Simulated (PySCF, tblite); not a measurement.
**C4H8FNSi2: geometry, infrared bands and NMR shifts**

What infrared bands and NMR shifts should C4H8FNSi2 (`C[Si@H]([SiH3])/C(C#N)=C\F`) show?

The runs use tblite 0.8.0 and PySCF 2.14.0, with density-fitted response routines of our own; the level of theory stands in each step. All values are computed, except where a source is named. Atoms count from 0, in the outputs and in this text.

## 1. The starting structure

16 atoms, charge 0, multiplicity 1; geometry from: force field or distance geometry start.

Bonds of the start (Å): C0–Si1 1.88, Si1–Si2 2.23, Si1–C3 1.84, C3–C4 1.42, C4–N5 1.17, C3–C6 1.33, C6–F7 1.34, C0–H8 1.11, C0–H9 1.11, C0–H10 1.12, Si1–H11 1.49, Si2–H12 1.47, Si2–H13 1.46, Si2–H14 1.48, C6–H15 1.08.

## 2. Geometry optimisation with GFN2-xTB

The job: settings as JSON, then the geometry in Å.

```
{"job": {"kind": "relax", "xc": "GFN2-xTB", "basis": "xTB"}, "charge": 0, "multiplicity": 1}
C      0.908700     0.390400     1.754600
Si     0.363900    -0.520600     0.206000
Si     1.788600     0.092000    -1.396500
C     -1.386200    -0.081300    -0.176500
C     -1.727100     1.286700    -0.365900
N     -1.999700     2.412200    -0.561700
C     -2.338800    -0.999400    -0.263800
F     -2.146400    -2.313500    -0.086500
H      0.088700     0.498800     2.494900
H      1.769200    -0.176200     2.163000
H      1.258300     1.406200     1.452500
H      0.426500    -1.985400     0.450600
H      1.426100     1.379000    -1.997900
H      1.772400    -0.933700    -2.441500
H      3.121300     0.201200    -0.767200
H     -3.333100    -0.647500    -0.475400
```

Run with:

```console
OMP_NUM_THREADS=1 python probes_run.py task.json out
```

The driver reads the jobs from task.json and runs them one after another.

**Question.** This job is followed by: GFN2-xTB harmonic vibrations, gas phase; GIAO PBE0/pcSseg-1 NMR shielding, non-relativistic, gas phase. What will the session give for the following? strongest single infrared mode (GFN2-xTB); zero-point energy (GFN2-xTB); ¹³C shifts against TMS (PBE0/pcSseg-1); ¹H shifts against TMS (PBE0/pcSseg-1, means over atoms taken as alike); ²⁹Si shifts against TMS (PBE0/pcSseg-1); ¹⁵N shifts against NH3 (PBE0/pcSseg-1); ¹⁹F shifts against CFCl3 (PBE0/pcSseg-1).

**Answer**, as computed:

```
                                                              quantity                          value
                             strongest single infrared mode (GFN2-xTB)           773 cm⁻¹, 598 km/mol
                                          zero-point energy (GFN2-xTB)                  63.5 kcal/mol
                                ¹³C shifts against TMS (PBE0/pcSseg-1)  180.1, 119.3, 100.0, -6.0 ppm
¹H shifts against TMS (PBE0/pcSseg-1, means over atoms taken as alike)     7.73, 4.94, 3.50, 0.58 ppm
                               ²⁹Si shifts against TMS (PBE0/pcSseg-1)              -51.7, -115.1 ppm
                                ¹⁵N shifts against NH3 (PBE0/pcSseg-1)                      327.8 ppm
                              ¹⁹F shifts against CFCl3 (PBE0/pcSseg-1)                      -73.0 ppm
```

What this shows: The optimisation took 162 steps and gained 0.440 eV; among the close pairs (by a distance rule), Si1–Si2 changed most, from 2.230 to 2.323 Å. The lowest mode is imaginary (25i cm⁻¹), so the xTB geometry is not a minimum. The strongest single mode, at 773 cm⁻¹, has its largest shares on H13, H12 and H14 (the list is cut at 3 atoms). Unscaled tight-binding wavenumbers are off by several per cent, some by more. Its intensities can rank the bands wrongly. H15 (hydrogen on an alkene CH) lies farthest downfield among hydrogen, at 7.73 ppm; olefinic region. At PBE0/pcSseg-1: The largest span, 428 ppm, is at N5, where the paramagnetic term is -401 ppm.
